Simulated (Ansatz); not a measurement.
Set up this calculation in Ansatz 0.2.0, as the native input.

```
Task                : relaxation of cell and atoms
Functional          : PBEsol
Potentials or basis : Ansatz PAW
Cutoff              : 420 eV (not typed: the program's choice for these potentials)
k mesh              : 9 × 9 × 9
Occupations         : fermi-dirac, width 0.05 eV
Spin                : no spin polarisation
```

SiO:

```
Si O
1.0
     2.80697    0.00000    0.00000
     0.00000    2.80697    0.00000
     0.00000    0.00000    2.80697
Si O
1 1
Cartesian
  0.0000 0.0000 0.0000
  1.4035 1.4035 1.4035
```

The cell was built by a generator and needn't be a form met in nature.

The input as run:

input.yaml

```yaml
crystal:
  lattice:
    - [2.80697, 0.0, 0.0]
    - [0.0, 2.80697, 0.0]
    - [0.0, 0.0, 2.80697]
  atoms:
    - { symbol: Si, position: [0.0, 0.0, 0.0] }
    - { symbol: O, position: [0.5, 0.5, 0.5] }
hamiltonian:
  xc: pbesol
  pseudopotentials: { kind: paw }
kpoints:
  mp_grid: { grid: [9, 9, 9] }
scf:
  occupations: { method: fermi_dirac, width: 0.05 }
output:
  forces: true
  stress: true
  eigenvalues: true
  write_density: true
  write_potential: true
  elf: true
  volumetric_format: npy
relax:
  f_tol: 0.01
  max_steps: 40
  cell: { stress_tol: 0.05 }
```

Potentials or basis: Ansatz PAW.

The run is started by

```sh
$ ansatz run input.yaml --threads 2 --pin off --max-ram 5632MiB --backend cpu --events-out ev --progress --plain --runs-dir out
```

Results of the run:

```json
{
 "Relaxed volume": "10.66 Å³/atom",
 "Relaxed cell": "a = 2.773 Å, b = 2.773 Å, c = 2.773 Å, α = 90.00°, β = 90.00°, γ = 90.00°",
 "Space group after relaxing (to 0.05 Å)": "Pm-3m (No. 221)",
 "Energy gained by relaxing": "6.1 meV/atom",
 "Ionic steps": "6",
 "Pressure after relaxing": "0.0 GPa",
 "Band gap on the k mesh": "none (metal or under the smearing width)"
}
```

Caveat: the plane-wave basis is chosen anew once the cell has moved, so the energies of steps on either side of that aren't comparable; the pressure holds a Pulay correction of +0.6 GPa for the finite cutoff; the PAW data sets come from PBE, with cores solved anew for the run's functional, which leaves a small shift of forces and pressure.

Wall time 2.9 s on 2 threads of Arm Neoverse V1 (shared host), peak memory 0.27 GiB.
